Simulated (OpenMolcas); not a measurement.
# Mo⁴⁺ among point charges: CASSCF and CASPT2 levels and susceptibility

Aim: the splitting of the states of Mo⁴⁺ in the field of 4 point charges, its lowest levels with spin-orbit coupling and its magnetic susceptibility.

Program: OpenMolcas 26.06. Level of theory: state-averaged CASSCF and CASPT2, spin-orbit coupling by RASSI with atomic mean-field integrals. These are calculated values, not measurements, unless marked.

## Step 1: The atom as given

```
Species                           : Mo⁴⁺ (molybdenum, Z = 42, 38 electrons)
Basis                             : ANO-RCC-VDZP [6s5p3d1f], 43 functions
Scalar Hamiltonian                : DKH2, point nucleus
Inactive shells                   : 1s 2s 2p 3s 3p 3d 4s 4p
Active space                      : 2 electrons in 5 orbitals (4d)
Some configurations of this space : 4d2
Orbitals                          : optimised for each spin and parity, averaged over all roots
```

Outer shells as boxes (Hund's rule):

4d2
```
4d [↑ ][↑ ][  ][  ][  ]
```

The ion sits among 4 point charges of -1 e arranged as a tetrahedron (Td), 1.94 Å from the ion.

Each step is its own input file, run in one work folder so that later steps find the files of earlier ones. Labels, J, g values, rates, χT and fits are worked out afterwards by a script from the matrices that RASSI stores.

## Step 2: One- and two-electron integrals

a.inp reads:

```
&GATEWAY
Coord
1

Mo 0.0 0.0 0.0
Basis=ANO-RCC-VDZP
Group=NoSym
NoMove
AngMom=0.0 0.0 0.0
AMFI
XField
4 Angstrom 0
1.120060 1.120060 1.120060 -1.000000
1.120060 -1.120060 -1.120060 -1.000000
-1.120060 1.120060 -1.120060 -1.000000
-1.120060 -1.120060 1.120060 -1.000000
&SEWARD
```

Run with:

```console
> OMP_NUM_THREADS=1 MOLCAS_MEM=1689 MOLCAS_PROJECT=a pymolcas a.inp > a.log
```

## Step 3: CASSCF: triplets, 10 roots

a.inp reads:

```
&RASSCF
FileOrb=start.orb
Symmetry=1
Spin=3
nActEl=2 0 0
Inactive=18
Ras2=5
CIRoot=10 10 1
SDav=10
CIMx=300
Iter=120 100
PrWF=0.3
OrbListing=Nothing
MaxOrb=0
>>> COPY $Project.JobIph JOB001
```

start.orb holds the contracted functions of the basis, ordered by shell, or the orbitals of the step before.

## Step 4: CASSCF: singlets, 15 roots

a.inp reads:

```
&RASSCF
FileOrb=start.orb
Symmetry=1
Spin=1
nActEl=2 0 0
Inactive=18
Ras2=5
CIRoot=15 15 1
SDav=15
CIMx=300
Iter=120 100
PrWF=0.3
OrbListing=Nothing
MaxOrb=0
>>> COPY $Project.JobIph JOB002
```

## Step 5: State interaction with spin-orbit coupling

a.inp reads:

```
&RASSI
NrOfJobIphs=2 10 15
1 2 3 4 5 6 7 8 9 10
1 2 3 4 5 6 7 8 9 10 11 12 13 14 15
IphNames
JOB001
JOB002
EJob
SpinOrbit
DIPRint=1.0
SOCoupling=1000.0
Subsets=2
Property=9
'ANGMOM' 1 'ANGMOM' 2 'ANGMOM' 3 'MLTPL  1' 1 'MLTPL  1' 2 'MLTPL  1' 3
'AMFI' 1 'AMFI' 2 'AMFI' 3
SOProperty=3
'ANGMOM' 1 'ANGMOM' 2 'ANGMOM' 3
```

## Step 6: CASPT2: IPEA 0.25, imaginary shift 0.1 (closed shells correlated: 4s 4p)

a.inp reads:

```
>>> COPY JOB001 $Project.JobIph
&CASPT2
Multistate=10 1 2 3 4 5 6 7 8 9 10
NoMult
Frozen=14
IPEA=0.25
Imaginary=0.1
MaxIter=60
WThr=0.0 0.3 0.05
PrWF=0.5
NoMix
>>> COPY JOB002 $Project.JobIph
&CASPT2
Multistate=15 1 2 3 4 5 6 7 8 9 10 11 12 13 14 15
NoMult
Frozen=14
IPEA=0.25
Imaginary=0.1
MaxIter=60
WThr=0.0 0.3 0.05
PrWF=0.5
NoMix
```

(Steps that only read results are left out.)

What does the calculation give? Wanted: spin-free ground state; first state of the same spin within the active space; lowest level; next level.

As calculated:

| quantity | value |
| --- | --- |
| method | SS-CASPT2, IPEA 0.25, imaginary shift 0.1 (closed shells correlated: 4s 4p) |
| spin-free ground state | 3A2, 1-fold in its orbital part |
| first state of the same spin within the active space | 3T2 at 2330 cm⁻¹ |
| lowest level | 3-fold T2 |
| next level | 2028.6 cm⁻¹ |
| χT at 300 K | 0.25 cm³ K/mol |
| effective moment at 300 K | 1.42 μB |

Cost by method:

| method | time of its own steps | time with the reference |
| --- | --- | --- |
| A. CASSCF | 4 s | 4 s |
| B. SS-CASPT2, IPEA 0.25, imaginary shift 0.1, +4s 4p | 1.7 s | 5.7 s |

Times are of one thread on a shared host.

In words: The spin-free ground state (3A2) comes to 100 % from free-ion F terms and keeps the highest spin of the shell. χT at 300 K is 0.25, against 1.00 cm³ K/mol for the spin alone, so spin-orbit coupling lowers it. CASPT2 does not keep the components of a term degenerate, and the means are used. The field of point charges can differ much from that of real complexes. Point charges carry no covalency, so the field is a model and not that of real ligands.
